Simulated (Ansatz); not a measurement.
# SnTe3Pt2: the cost of one run

Method: DFT PBE, scalar-relativistic, plane waves, PAW, in Ansatz 0.2.0.

### 1 The system as given

The structure is trigonal, space group R-3m (No. 166). Conventional cell: a = 6.097 Å, b = 6.097 Å, c = 15.853 Å, α = 90.00°, β = 90.00°, γ = 120.00°. Sn (site symmetry -3m) is surrounded by 6 Te at 3.17 Å. Te (site symmetry 2/m) is surrounded by 4 Te at 3.05 Å and 2 Sn at 3.17 Å and 4 Pt at 3.31 Å. Around Pt (site symmetry 3m) lie 1 Pt at 2.56 Å and 6 Te at 3.31 Å.

As a file:

```cif
data_structure
_symmetry_space_group_name_H-M 'P 1'
_symmetry_Int_Tables_number 1
_cell_length_a 6.3492
_cell_length_b 6.3492
_cell_length_c 6.3492
_cell_angle_alpha 57.384
_cell_angle_beta 57.384
_cell_angle_gamma 57.384
_cell_volume 170.09
loop_
_atom_site_label
_atom_site_type_symbol
_atom_site_fract_x
_atom_site_fract_y
_atom_site_fract_z
_atom_site_occupancy
Sn1 Sn 0.00000 0.00000 0.00000 1
Te1 Te 0.00000 0.50000 0.00000 1
Te2 Te 0.00000 0.00000 0.50000 1
Te3 Te 0.50000 0.00000 0.00000 1
Pt1 Pt 0.41913 0.41913 0.41913 1
Pt2 Pt 0.58087 0.58087 0.58087 1
```

It is the end of an earlier relaxation with the same method, from a database cell with other species swapped in; it needn't be the stable form of this composition. At a tolerance of 0.05 Å it has space group R-3m (No. 166); it has 28.35 Å³/atom, an uncorrected energy of +0.76 eV/atom over the elements.

### 2 Static run: bands, density of states and charges

input.yaml reads:

```yaml
crystal:
  lattice:
    - [3.0482510335, 1.7599085547, 5.2842831879]
    - [-3.0482510335, 1.7599085547, 5.2842831879]
    - [0.0, -3.5198171095, 5.2842831879]
  atoms:
    - { symbol: Sn, position: [0.0, 0.0, 0.0] }
    - { symbol: Te, position: [0.0, 0.5, 0.0] }
    - { symbol: Te, position: [0.0, 0.0, 0.5] }
    - { symbol: Te, position: [0.5, 0.0, 0.0] }
    - { symbol: Pt, position: [0.4191269878, 0.4191269878, 0.4191269878] }
    - { symbol: Pt, position: [0.5808730122, 0.5808730122, 0.5808730122] }
basis:
  ecutwfc: 420
kpoints:
  mp_grid: { grid: [6, 6, 6] }
  band_path:
    path:
      - [[0.0, 0.0, 0.0], [0.5, 0.5, 0.5], [0.75938698, 0.24061302, 0.5]]
      - [[0.5, -0.24061302, 0.24061302], [0.5, 0.0, 0.0], [0.0, 0.0, 0.0], [0.37030651, -0.37030651, 0.0]]
      - [[0.62969349, 0.0, 0.37030651], [0.5, 0.0, 0.5], [0.0, 0.0, 0.0]]
    npoints: 14
hamiltonian:
  xc: pbe
scf:
  occupations: { method: gaussian, width: 0.1 }
  n_extra_bands: 15
output:
  forces: true
  stress: true
  eigenvalues: true
  populations: true
  dos: { projected: true, de: 0.02, nscf_kmesh: { grid: [8, 8, 8] } }
  bader: true
  write_density: true
  write_potential: true
  elf: true
  volumetric_format: npy
```

On the command line:

```bash
$ ansatz run input.yaml --threads 1 --pin off --max-ram 2560MiB --backend cpu --events-out ev --progress --plain --runs-dir out
```

**Question.** How long does this run take on 1 thread of Intel Xeon at 2.70GHz, shared host, and how much memory does it need?

About 2.6 min, with a peak of 0.9 GiB.
